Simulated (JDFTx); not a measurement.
# VBrO (Pmmn) in JDFTx: reference runs

How does VBrO come out in PBEsol? The cell is run as given.

All numbers are computed with JDFTx 1.7.0 (patched build); they aren't measurements. Logs are shortened: lines on timing, memory, paths and dates and some standing lists are left out, and cuts for length are marked. The log counts tension as positive stress, the text compression.

### Step 1. The structure

The structure is orthorhombic, space group Pmmn (No. 59). Conventional cell: a = 3.380 Å, b = 3.775 Å, c = 8.425 Å, α = 90.00°, β = 90.00°, γ = 90.00°. Br (site symmetry mm2) is surrounded by 2 V at 2.53 Å. Around V (site symmetry mm2) lie 4 O at 1.97 to 2.07 Å. O (site symmetry mm2) is surrounded by 4 V at 1.97 to 2.07 Å.

### Step 2. Single point, PBEsol, collinear spin, ferromagnetic start

File VBrO.in:

```
lattice \
    6.3872743012     0.0000000000     0.0000000000 \
    0.0000000000     7.1337161205     0.0000000000 \
    0.0000000000     0.0000000000    15.9209426000
coords-type Lattice
ion Br     0.5000000000     0.0000000000     0.6720000000 1
ion Br     0.0000000000     0.5000000000     0.3280000000 1
ion V      0.0000000000     0.0000000000     0.8960000000 1
ion V      0.5000000000     0.5000000000     0.1040000000 1
ion O      0.5000000000     0.0000000000     0.0370000000 1
ion O      0.0000000000     0.5000000000     0.9630000000 1

ion-species pseudo/Br.upf
ion-species pseudo/V.upf
ion-species pseudo/O.upf
elec-cutoff 42 336
elec-ex-corr gga-PBEsol
kpoint-folding 8 7 3
elec-smearing Fermi 0.0018374661
elec-n-bands 37
spintype z-spin
initial-magnetic-moments V 2 2
elec-initial-magnetization 4 no
electronic-SCF nIterations 100 energyDiffThreshold 1e-09
electronic-minimize nIterations 30 energyDiffThreshold 1e-7
converge-empty-states yes
forces-output-coords Cartesian

dump-name run.$VAR
dump End Ecomponents EigStats BandEigs Kpoints Forces Stress
```

Potentials or basis: PseudoDojo-SR-PBEsol-0.4.1-standard with smoothed tails.

Started as:

```
> jdftx -c 1 -i VBrO.in -o VBrO.out
```

What it wrote:

```text
*************** JDFTx 1.7.0 (patched build) ***************

Input parsed successfully to the following command list (including defaults):
[... the input with its defaults ...]

---------- Setting up symmetries ----------

Found 8 point-group symmetries of the bravais lattice
Found 8 space-group symmetries with basis
Applied RMS atom displacement 0 bohrs to make symmetries exact.

---------- Initializing the Grid ----------
R =
[      6.38727            0            0  ]
[            0      7.13372            0  ]
[            0            0      15.9209  ]
unit cell volume = 725.438
G =
[   0.983704          0          0  ]
[          0   0.880773          0  ]
[          0          0   0.394649  ]
Minimum fftbox size, Smin = [  56  60  132  ]
Chosen fftbox size, S = [  56  60  140  ]

---------- Initializing tighter grid for wavefunction operations ----------
R =
[      6.38727            0            0  ]
[            0      7.13372            0  ]
[            0            0      15.9209  ]
unit cell volume = 725.438
G =
[   0.983704          0          0  ]
[          0   0.880773          0  ]
[          0          0   0.394649  ]
Minimum fftbox size, Smin = [  40  44  96  ]
Chosen fftbox size, S = [  40  48  96  ]

---------- Exchange Correlation functional ----------
Initalized PBEsol GGA exchange.
Initalized PBEsol GGA correlation.

---------- Setting up pseudopotentials ----------
Width of ionic core gaussian charges (only for fluid interactions / plotting) set to 0

Reading pseudopotential file 'pseudo/Br.upf':
  'Br' pseudopotential, 'PBESOL' functional
  Generated using ONCVPSP code by D. R. Hamann
  7 valence electrons, 2 orbitals, 6 projectors, 1001 radial grid points, with lMax = 2
    4S    l: 0   occupation:  2.0   eigenvalue: -0.739906
    4P    l: 1   occupation:  5.0   eigenvalue: -0.288675
  Core radius for overlap checks: 1.88 bohrs.

Reading pseudopotential file 'pseudo/V.upf':
  'V' pseudopotential, 'PBESOL' functional
  Generated using ONCVPSP code by D. R. Hamann
  13 valence electrons, 4 orbitals, 6 projectors, 1001 radial grid points, with lMax = 2
    3S    l: 0   occupation:  2.0   eigenvalue: -2.573726
    3P    l: 1   occupation:  6.0   eigenvalue: -1.615020
    3D    l: 2   occupation:  3.0   eigenvalue: -0.190507
    4S    l: 0   occupation:  2.0   eigenvalue: -0.173311
  Core radius for overlap checks: 1.61 bohrs.

Reading pseudopotential file 'pseudo/O.upf':
  'O' pseudopotential, 'PBESOL' functional
  Generated using ONCVPSP code by D. R. Hamann
  6 valence electrons, 2 orbitals, 5 projectors, 936 radial grid points, with lMax = 2
    2S    l: 0   occupation:  2.0   eigenvalue: -0.874950
    2P    l: 1   occupation:  4.0   eigenvalue: -0.329796
  Core radius for overlap checks: 1.39 bohrs.

Initialized 3 species with 6 total atoms.

Folded 1 k-points by 8x7x3 to 168 k-points.

---------- Setting up k-points, bands, fillings ----------
Reduced to 40 k-points under symmetry.
Computing the number of bands and number of electrons
Calculating initial fillings.
nElectrons:  52.000000   nBands: 37   nStates: 80

----- Setting up reduced wavefunction bases (one per k-point) -----
average nbasis = 9430.542 , ideal nbasis = 9431.225

---------- Setting up ewald sum ----------
Optimum gaussian width for ewald sums = 2.659204 bohr.
Real space sum over 847 unit cells with max indices [  5  5  3  ]
Reciprocal space sum over 3289 terms with max indices [  5  6  11  ]

---------- Allocating electronic variables ----------
Initializing wave functions:  linear combination of atomic orbitals
Note: number of bands (37) exceeds available atomic orbitals (36)
Br pseudo-atom occupations:   s ( 2 )  p ( 5 )
V (M=2) pseudo-atom majority spin occupations:   s ( 1 0 )  p ( 3 )  d ( 3.5 )
V (M=2) pseudo-atom minority spin occupations:   s ( 1 0 )  p ( 3 )  d ( 1.5 )
O pseudo-atom occupations:   s ( 2 )  p ( 4 )
	FillingsUpdate:  mu: +2.988351008  nElectrons: 52.000000  magneticMoment: [ Abs: 0.40250  Tot: +0.40250 ]
LCAOMinimize: Iter:   0  F: -170.2402326453889145  |grad|_K:  3.085e-02  alpha:  1.000e+00
	FillingsUpdate:  mu: -0.022694087  nElectrons: 52.000000  magneticMoment: [ Abs: 0.24942  Tot: +0.20095 ]
LCAOMinimize: Iter:   1  F: -194.7636663284854421  |grad|_K:  8.158e-03  alpha:  5.972e-01  linmin:  1.028e-01  cgtest: -3.017e+00
LCAOMinimize: 	Bad step direction: g.d > 0.
[... 69 lines of inner loops ...]
LCAOMinimize: Iter:  21  F: -201.9576706039708256  |grad|_K:  3.367e-06  alpha:  2.640e-01  linmin:  7.356e-05  cgtest:  5.795e-04
	FillingsUpdate:  mu: +0.296326613  nElectrons: 52.000000  magneticMoment: [ Abs: 4.29531  Tot: +4.00000 ]
LCAOMinimize: Iter:  22  F: -201.9576709882703369  |grad|_K:  2.457e-06  alpha:  6.202e-01  linmin:  2.972e-04  cgtest: -2.142e-03
LCAOMinimize: Converged (|Delta F|<1.000000e-06 for 2 iters).

-------- Electronic minimization -----------
Will mix electronic density at each iteration.
	FillingsUpdate:  mu: +0.296326613  nElectrons: 52.000000  magneticMoment: [ Abs: 4.29531  Tot: +4.00000 ]
	FillingsUpdate:  mu: +0.290650857  nElectrons: 52.000000  magneticMoment: [ Abs: 4.29531  Tot: +4.00000 ]
SCF: Cycle:  0   F: -202.041595114773912   dF: -8.392e-02   |Residual|: 2.870e-01   |deigs|: 4.736e-02
	FillingsUpdate:  mu: +0.283708606  nElectrons: 52.000000  magneticMoment: [ Abs: 4.28718  Tot: +4.00000 ]
SCF: Cycle:  1   F: -202.129408125050929   dF: -8.781e-02   |Residual|: 1.119e-01   |deigs|: 1.562e-02
	FillingsUpdate:  mu: +0.267145821  nElectrons: 52.000000  magneticMoment: [ Abs: 4.23087  Tot: +4.00000 ]
SCF: Cycle:  2   F: -202.147901142645310   dF: -1.849e-02   |Residual|: 7.260e-02   |deigs|: 1.666e-02
	FillingsUpdate:  mu: +0.272286592  nElectrons: 52.000000  magneticMoment: [ Abs: 4.28167  Tot: +4.00000 ]
SCF: Cycle:  3   F: -202.161693056184731   dF: -1.379e-02   |Residual|: 2.144e-02   |deigs|: 5.359e-03
	FillingsUpdate:  mu: +0.274666494  nElectrons: 52.000000  magneticMoment: [ Abs: 4.29571  Tot: +4.00000 ]
SCF: Cycle:  4   F: -202.162990953882883   dF: -1.298e-03   |Residual|: 1.074e-02   |deigs|: 2.623e-03
	FillingsUpdate:  mu: +0.275755466  nElectrons: 52.000000  magneticMoment: [ Abs: 4.29423  Tot: +4.00000 ]
SCF: Cycle:  5   F: -202.163398269361011   dF: -4.073e-04   |Residual|: 5.884e-03   |deigs|: 1.139e-03
	FillingsUpdate:  mu: +0.276259217  nElectrons: 52.000000  magneticMoment: [ Abs: 4.29047  Tot: +4.00000 ]
SCF: Cycle:  6   F: -202.163450988015938   dF: -5.272e-05   |Residual|: 3.724e-03   |deigs|: 4.237e-04
	FillingsUpdate:  mu: +0.276646922  nElectrons: 52.000000  magneticMoment: [ Abs: 4.28661  Tot: +4.00000 ]
SCF: Cycle:  7   F: -202.163472248033173   dF: -2.126e-05   |Residual|: 1.862e-03   |deigs|: 3.867e-04
	FillingsUpdate:  mu: +0.276725682  nElectrons: 52.000000  magneticMoment: [ Abs: 4.28586  Tot: +4.00000 ]
SCF: Cycle:  8   F: -202.163475513058813   dF: -3.265e-06   |Residual|: 1.104e-03   |deigs|: 8.267e-05
	FillingsUpdate:  mu: +0.276829201  nElectrons: 52.000000  magneticMoment: [ Abs: 4.28424  Tot: +4.00000 ]
SCF: Cycle:  9   F: -202.163476511013386   dF: -9.980e-07   |Residual|: 4.094e-04   |deigs|: 8.932e-05
	FillingsUpdate:  mu: +0.276872569  nElectrons: 52.000000  magneticMoment: [ Abs: 4.28322  Tot: +4.00000 ]
SCF: Cycle: 10   F: -202.163476735795484   dF: -2.248e-07   |Residual|: 1.620e-04   |deigs|: 4.007e-05
	FillingsUpdate:  mu: +0.276868284  nElectrons: 52.000000  magneticMoment: [ Abs: 4.28277  Tot: +4.00000 ]
SCF: Cycle: 11   F: -202.163476820564625   dF: -8.477e-08   |Residual|: 1.153e-04   |deigs|: 2.528e-05
	FillingsUpdate:  mu: +0.276864614  nElectrons: 52.000000  magneticMoment: [ Abs: 4.28239  Tot: +4.00000 ]
SCF: Cycle: 12   F: -202.163476853699791   dF: -3.314e-08   |Residual|: 6.283e-05   |deigs|: 7.513e-05
	FillingsUpdate:  mu: +0.276860305  nElectrons: 52.000000  magneticMoment: [ Abs: 4.28212  Tot: +4.00000 ]
SCF: Cycle: 13   F: -202.163476865920472   dF: -1.222e-08   |Residual|: 3.726e-05   |deigs|: 4.860e-05
	FillingsUpdate:  mu: +0.276861061  nElectrons: 52.000000  magneticMoment: [ Abs: 4.28211  Tot: +4.00000 ]
SCF: Cycle: 14   F: -202.163476869361546   dF: -3.441e-09   |Residual|: 2.135e-05   |deigs|: 3.570e-05
	FillingsUpdate:  mu: +0.276859950  nElectrons: 52.000000  magneticMoment: [ Abs: 4.28206  Tot: +4.00000 ]
SCF: Cycle: 15   F: -202.163476870634753   dF: -1.273e-09   |Residual|: 1.017e-05   |deigs|: 1.513e-05
	FillingsUpdate:  mu: +0.276860468  nElectrons: 52.000000  magneticMoment: [ Abs: 4.28205  Tot: +4.00000 ]
SCF: Cycle: 16   F: -202.163476871060311   dF: -4.256e-10   |Residual|: 6.007e-06   |deigs|: 3.211e-05
	FillingsUpdate:  mu: +0.276860383  nElectrons: 52.000000  magneticMoment: [ Abs: 4.28203  Tot: +4.00000 ]
SCF: Cycle: 17   F: -202.163476871213817   dF: -1.535e-10   |Residual|: 2.206e-06   |deigs|: 2.319e-05
SCF: Converged (|Delta E|<1.000000e-09 for 2 iters).

Setting wave functions to eigenvectors of Hamiltonian
Converging empty states (this may take a while): |deigs|: 2.870e-04

# Stress tensor in Cartesian coordinates [Eh/a0^3]:
[  6.65157e-05            0            0  ]
[            0  8.31901e-05            0  ]
[            0            0  0.000102733  ]

# Ionic positions in lattice coordinates:
ion Br   0.500000000000000   0.000000000000000   0.672000000000000 1
ion Br   0.000000000000000   0.500000000000000   0.328000000000000 1
ion V   0.000000000000000   0.000000000000000   0.896000000000000 1
ion V   0.500000000000000   0.500000000000000   0.104000000000000 1
ion O   0.500000000000000   0.000000000000000   0.037000000000000 1
ion O   0.000000000000000   0.500000000000000   0.963000000000000 1

# Forces in Cartesian coordinates:
force Br   0.000000000000000   0.000000000000000   0.008546870126375 1
force Br   0.000000000000000   0.000000000000000  -0.008546870126375 1
force V   0.000000000000000   0.000000000000000  -0.000616433629646 1
force V   0.000000000000000   0.000000000000000   0.000616433629647 1
force O   0.000000000000000  -0.000000000000000   0.001046110966924 1
force O   0.000000000000000  -0.000000000000000  -0.001046110966924 1

# Energy components:
   Eewald =      -75.6077669591497283
       EH =      113.6327022796578632
     Eloc =     -300.8609536566928568
      Enl =        0.0884665882340676
      Exc =      -41.2543532973751965
 Exc_core =        9.8840389237118611
       KE =       91.9561347938187765
-------------------------------------
     Etot =     -202.1617313277952803
       TS =        0.0017455434185415
-------------------------------------
        F =     -202.1634768712138168

IonicMinimize: Iter:   0  F: -202.163476871213817  |grad|_K:  2.878e-03
IonicMinimize: None of the convergence criteria satisfied after 0 iterations.

#--- Lowdin population analysis ---
# oxidation-state Br -0.241 -0.241
# magnetic-moments Br -0.033 -0.033
# oxidation-state V +1.069 +1.069
# magnetic-moments V +2.061 +2.061
# oxidation-state O -0.724 -0.724
# magnetic-moments O -0.048 -0.048

Dumping 'run.eigStats' ...
	eMin: -2.127330 at state 1 ( [ +0.000000 +0.000000 +0.333333 ] spin 1 )
	HOMO: +0.276569 at state 4 ( [ +0.000000 +0.285714 +0.000000 ] spin 1 )
	mu  : +0.276861
	LUMO: +0.276872 at state 26 ( [ +0.375000 +0.142857 +0.000000 ] spin 1 )
	eMax: +0.578783 at state 56 ( [ +0.250000 +0.000000 +0.000000 ] spin -1 )
	HOMO-LUMO gap: +0.000303
	Optical gap  : +0.001643 at state 26 ( [ +0.375000 +0.142857 +0.000000 ] spin 1 )
Done!
```

It took 52 min on 1 thread of Arm Neoverse V1, shared host; peak memory 1.7 GiB.

Results:

```
Free energy            : -5501.1485 eV
Pressure               : -2.5 GPa
Largest force          : 0.439 eV/Å
Band gap on the k mesh : none (metal or under the smearing width)
Net moment             : 4.00 μB per cell
Absolute moment        : 4.28 μB per cell
Site moments           : Br -0.03; V +2.06; O -0.05 μB
Loewdin charges        : Br -0.24; V +1.07; O -0.72 e
```

Forces in eV/Å, atoms in the order of the input:
```
Br   0.000  0.000  0.439
Br   0.000  0.000 -0.439
V    0.000  0.000 -0.032
V    0.000  0.000  0.032
O    0.000  0.000  0.054
O    0.000  0.000 -0.054
```

Stress tensor (GPa, compression positive):
```
-1.96  0.00  0.00
 0.00 -2.45  0.00
 0.00  0.00 -3.02
```

Levels at points of the mesh, in eV from the Fermi level:
Spin up:
| k point | band 25 | band 26 | band 27 | band 28 | band 29 | band 30 | band 31 | band 32 |
| --- | --- | --- | --- | --- | --- | --- | --- | --- |
| (0.00, 0.00, 0.00) | -1.28 | -0.68 | -0.34 | -0.26 | 0.70 | 1.01 | 1.63 | 2.07 |
| (0.50, 0.00, 0.00) | -0.23 | -0.23 | -0.21 | -0.21 | 0.42 | 0.42 | 1.66 | 1.66 |
Spin down:
```csv
k point,band 20,band 21,band 22,band 23,band 24,band 25,band 26,band 27,band 28,band 29
"(0.00, 0.00, 0.00)",-2.70,-2.59,-2.37,-2.27,-1.94,0.94,1.45,1.64,2.16,2.33
"(0.50, 0.00, 0.00)",-4.14,-3.65,-3.65,-1.90,-1.90,1.73,1.73,2.04,2.04,2.11
```

Caveat: this functional lacks dispersion, which binds the layers, so the pressure and a relaxed spacing across them are unreliable; semilocal functionals often make such compounds metallic where correlation or magnetic order opens a gap, which also shifts bond lengths. With open d or f shells a metallic result of PBEsol can be an artefact of self-interaction; +U or a hybrid may open a gap.
